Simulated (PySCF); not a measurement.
# BrCl₂⁺: one geometry, many levels of theory

How much do the numbers for BrCl₂⁺ (singlet) hang on the method? All levels run at one geometry, the PBE0 minimum.

Program: PySCF 2.14.0. Level of theory: several methods, basis Br def2-TZVP, Cl def2-TZVP, no relativity, density fitting. These are calculated values, not measurements.

### 1 Where the work starts

3 atoms, charge 1, spin multiplicity 1.

Bond lengths: Br1–Cl2 2.101 Å, Br1–Cl3 2.101 Å. Angles: Cl2–Br1–Cl3 105.9°.

```xyz
3
charge 1 multiplicity 1
Br    0.0000    0.0000   -0.5946
Cl    1.6763    0.0000    0.6714
Cl   -1.6763    0.0000    0.6714
```

### 2 CCSD(T)

The steps are one call of a driver around PySCF; scf.py gives each level's set-up. Each SCF starts from the density of the minimum.

scf.py

```python
from pyscf import gto, scf, dft
mol = gto.M(atom='''
Br     0.000000     0.000000    -0.594638
Cl     1.676299    -0.000000     0.671408
Cl    -1.676299     0.000000     0.671408''',
    basis={'Br': 'def2-TZVP', 'Cl': 'def2-TZVP'},
    charge=1, spin=0)
mf = scf.RHF(mol)
aux = {'Br': 'def2-universal-JKFIT', 'Cl': 'def2-universal-JKFIT'}
mf = mf.density_fit(auxbasis=aux)
mf.conv_tol = 1e-08
mf.diis_space = 10
mf.max_cycle = 60
mf.verbose = 4
mf.kernel()
from pyscf import cc
mycc = cc.CCSD(mf, frozen=19).run()
mycc.ccsd_t()
```

Started as:

```bash
$ OMP_NUM_THREADS=4 python axn.py task.json out
```

### 3 HF

Edit scf.py of step 2 so:

```diff
@@ -16,3 +15,0 @@
-from pyscf import cc
-mycc = cc.CCSD(mf, frozen=19).run()
-mycc.ccsd_t()
```

### 4 MP2

Edit scf.py of step 3 so:

```diff
@@ -15,0 +16,2 @@
+from pyscf.mp import dfmp2
+dfmp2.DFMP2(mf, frozen=19).kernel()  # the driver gives MP2 a fitting basis of its own (RI)
```

### 5 PBE0

Edit scf.py of step 4 so:

```diff
@@ -8 +8,2 @@
-mf = scf.RHF(mol)
+mf = dft.RKS(mol, xc='PBE0')
+mf.grids.atom_grid = (75, 302)
@@ -16,2 +16,0 @@
-from pyscf.mp import dfmp2
-dfmp2.DFMP2(mf, frozen=19).kernel()  # the driver gives MP2 a fitting basis of its own (RI)
```

### 6 PBE

Edit scf.py of step 5 so:

```diff
@@ -8 +8 @@
-mf = dft.RKS(mol, xc='PBE0')
+mf = dft.RKS(mol, xc='PBE')
```

### 7 B3LYP

Edit scf.py of step 6 so:

```diff
@@ -8 +8 @@
-mf = dft.RKS(mol, xc='PBE')
+mf = dft.RKS(mol, xc='B3LYP')
```

(Steps that only read results are left out.)

What does the calculation give? Wanted: gap, range; T1, D1.

**Answer**, as computed:

| quantity | value |
| --- | --- |
| gap, range | 2.15 (PBE) to 11.71 (HF) eV |
| T1, D1 | 0.013, 0.043 |
